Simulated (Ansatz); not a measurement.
# CH3OSb: vertical ionisation energy

How much energy removes an electron from CH3OSb at fixed geometry? The cation is run at each level and the neutral's energy taken from earlier runs.

The runs use Ansatz 0.2.0, Gaussian basis; unrestricted cation, the program's frozen cores in correlated methods.

Plan: UKS PBE-D4/def2-TZVPP; UKS r2SCAN-D4/def2-TZVPP; UKS PBE0-D4/def2-TZVPP; UKS B3LYP-D4/def2-TZVPP; UKS wB97X-V/def2-TZVPP; UKS wB97M-V/def2-TZVPP; UKS B2PLYP/def2-TZVPP; UHF-CCSD(T)/def2-TZVPP; UHF-MP2/def2-QZVPP; extrapolation to the limit; then −ε(HOMO) from the neutral's earlier runs with LDA (SPW92), PBE-D4, revPBE-D4, BLYP-D4, r2SCAN-D4, B97M-V, PBE0-D4, B3LYP-D4, r2SCANh-D4, r2SCAN0-D4, HSE06-D4, BHLYP-D4, CAM-B3LYP-D4, LC-ωPBE, ωB97X-V, ωB97M-V.

## Step 1: The relaxed structure

An earlier PBE0-D4 in a triple-zeta def2 set relaxation fixed the geometry. Sb takes the def2 core potential; no spin-orbit term is included.

SMILES `[CH2]1[O][SbH]1`, 6 atoms, charge 0, spin multiplicity 1.

Atoms are counted from 1 here; the program's logs count them from 0.

Bond lengths: C1–O2 1.371 Å, C1–Sb3 2.140 Å, C1–H4 1.091 Å, C1–H5 1.091 Å, O2–Sb3 2.042 Å, Sb3–H6 1.719 Å. Angles: O2–C1–Sb3 67.0°, O2–C1–H4 116.5°, O2–C1–H5 116.6°, Sb3–C1–H4 116.3°, Sb3–C1–H5 116.3°, H4–C1–H5 115.4°, C1–O2–Sb3 74.8°, C1–Sb3–O2 38.2°, C1–Sb3–H6 92.5°, O2–Sb3–H6 93.7°.

## Step 2: Cation, UKS PBE-D4/def2-TZVPP

File in.yaml:

```yaml
crystal:
  periodic: [false, false, false]
  atoms:
    - {symbol: C, position_ang: [0.013532, -0.261178, -0.682052]}
    - {symbol: O, position_ang: [-0.903481, -0.789337, 0.189877]}
    - {symbol: Sb, position_ang: [0.644514, -0.153340, 1.360161]}
    - {symbol: H, position_ang: [-0.253671, 0.683964, -1.156557]}
    - {symbol: H, position_ang: [0.549444, -0.968822, -1.316004]}
    - {symbol: H, position_ang: [-0.008237, 1.424613, 1.558274]}
basis:
  gaussian: {orbitals: def2-TZVPP}
total_charge: 1
magnetization: {spin_polarized: true, initial_magnetization: 1}
hamiltonian: {xc: pbe, dispersion: d4}
```

On the command line:

```console
> ansatz run in.yaml --threads 2 --pin off --events-out ev --progress --plain --max-ram 4352MiB
```

Further steps of the session: Cation, UKS r2SCAN-D4/def2-TZVPP; Cation, UKS PBE0-D4/def2-TZVPP; Cation, UKS B3LYP-D4/def2-TZVPP; Cation, UKS wB97X-V/def2-TZVPP; Cation, UKS wB97M-V/def2-TZVPP; Cation, UKS B2PLYP (frozen core)/def2-TZVPP; Cation, UHF-CCSD(T)/def2-TZVPP; Cation, UHF-MP2/def2-QZVPP.

**Question.** What will the summary of the whole plan be? Wanted: ionisation energy, CCSD(T)/CBS; nearest functional by difference; nearest −ε(HOMO); −ε(HOMO) of PBE; T1 of the cation.

**Answer**, as computed:

| quantity | value |
| --- | --- |
| ionisation energy, CCSD(T)/CBS | 9.32 eV |
| nearest functional by difference | B3LYP-D4 (-0.19 eV) |
| nearest −ε(HOMO) | LC-ωPBE (+0.01 eV) |
| −ε(HOMO) of PBE | 5.90 eV |
| T1 of the cation | 0.023 |

What this shows: By cation minus neutral, the functionals miss by 0.31 eV at most. The PBE orbital energy is 3.4 eV too small: a semilocal HOMO is no ionisation energy. Among orbital estimates LC-ωPBE comes nearest. Hartree-Fock falls 1.42 eV short, as the neutral has more correlation energy than the cation. Correlated methods include outer-core shells of Sb, which these sets cover unevenly. With outer-core shells in play the reference is unsure by up to some tenths of an eV, so close misses can't be ranked.
